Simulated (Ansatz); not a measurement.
# YCo2B2: properties at the relaxed cell

An exercise on one series of results from a longer session: the logs are not shown, and one member is left open.

Method: DFT PBEsol, scalar-relativistic, plane waves, PAW, in Ansatz 0.2.0.

## Starting point

Symmetry: I4/mmm, No. 139, tetragonal system. The conventional cell has a = 3.511 Å, b = 3.511 Å, c = 9.282 Å, α = 90.00°, β = 90.00°, γ = 90.00°. Y (site symmetry 4/mmm) is surrounded by 10 B at 2.85 to 3.25 Å and 8 Co at 2.91 Å. Co (site symmetry -4m2) has 4 B at 1.98 Å as nearest neighbours. Around B (site symmetry 4mm) lie 4 Co at 1.98 Å and 4 Y at 2.85 Å.

Structure file:

```xyz
5
Lattice="-1.7556 1.7556 4.6409 1.7556 -1.7556 4.6409 1.7556 1.7556 -4.6409" Properties=species:S:1:pos:R:3 pbc="T T T"
Y     0.0000    0.0000    0.0000
Co    0.0000    1.7556    2.3205
Co    1.7556    0.0000    2.3205
B     0.0000    0.0000    3.2460
B     0.0000    0.0000    6.0358
```

This cell was relaxed beforehand with the same method: volume 11.44 Å³/atom, gap on the mesh none (metal).

The first run:

Input file input.yaml:

```yaml
crystal:
  lattice:
    - [-1.7378693802, 1.7378693802, 4.5940259168]
    - [1.7378693802, -1.7378693802, 4.5940259168]
    - [1.7378693802, 1.7378693802, -4.5940259168]
  atoms:
    - { symbol: "Y", position: [0.0, 0.0, 0.0] }
    - { symbol: Co, position: [0.75, 0.25, 0.5] }
    - { symbol: Co, position: [0.25, 0.75, 0.5] }
    - { symbol: B, position: [0.3497128437, 0.3497128437, 0.0] }
    - { symbol: B, position: [0.6502871563, 0.6502871563, 0.0] }
basis:
  ecutwfc: 420
kpoints:
  mp_grid: { grid: [14, 14, 14] }
hamiltonian:
  xc: pbesol
scf:
  occupations: { method: gaussian, width: 0.1 }
output:
  forces: true
  stress: true
  eigenvalues: true
relax:
  adjacent_minimum: "off"
  f_tol: 0.01
  max_steps: 30
  cell: { stress_tol: 0.1, fix: [volume] }
```

Launch:

```console
$ ansatz run input.yaml --threads 1 --pin off --max-ram 2560MiB --backend cpu --events-out ev --progress --plain --runs-dir out
```

Among the steps run: Volume × 0.97; The cell scaled to 1.03 of its volume; The cell scaled to 0.94 of its volume; Volume × 1.06; Point at V/V0 = 0.91; Point at V/V0 = 1.10; Point at V/V0 = 0.88.

One table of the session follows, with a row left open; its other results are not shown here.

It belongs to the step «Equation of state». 

| volume (Å³/atom) | energy above the lowest point (meV/atom) | pressure (GPa) |
| --- | --- | --- |
| 10.070 | 91.2 | 23.38 |
| 10.413 | ? | ? |
| 10.757 | 20.8 | 10.15 |
| 11.100 | 5.0 | 4.75 |
| 11.443 | 0.0 | 0.00 |
| 11.786 | 4.5 | -4.15 |
| 12.130 | 17.4 | -7.76 |
| 12.587 | 45.6 | -11.84 |

**Question.** Estimate the row for volume (Å³/atom) = 10.413.

Worked estimate for «energy above the lowest point (meV/atom)». A straight line through the neighbours (10.070, 91.2) and (10.757, 20.8) gives 91.2 + (20.8 − 91.2) × (10.413 − 10.070) / (10.757 − 10.070) = 56.1; a parabola fitted to 3 rows on both sides gives 49.6.

**Answer.** energy above the lowest point (meV/atom): 48.9; pressure (GPa): 16.30. In «energy above the lowest point (meV/atom)» the line misses by +7.2 and the parabola by +0.7.

Limits of these values: Spin polarisation is off in the runs that give these values; a magnetic solution could lie lower.
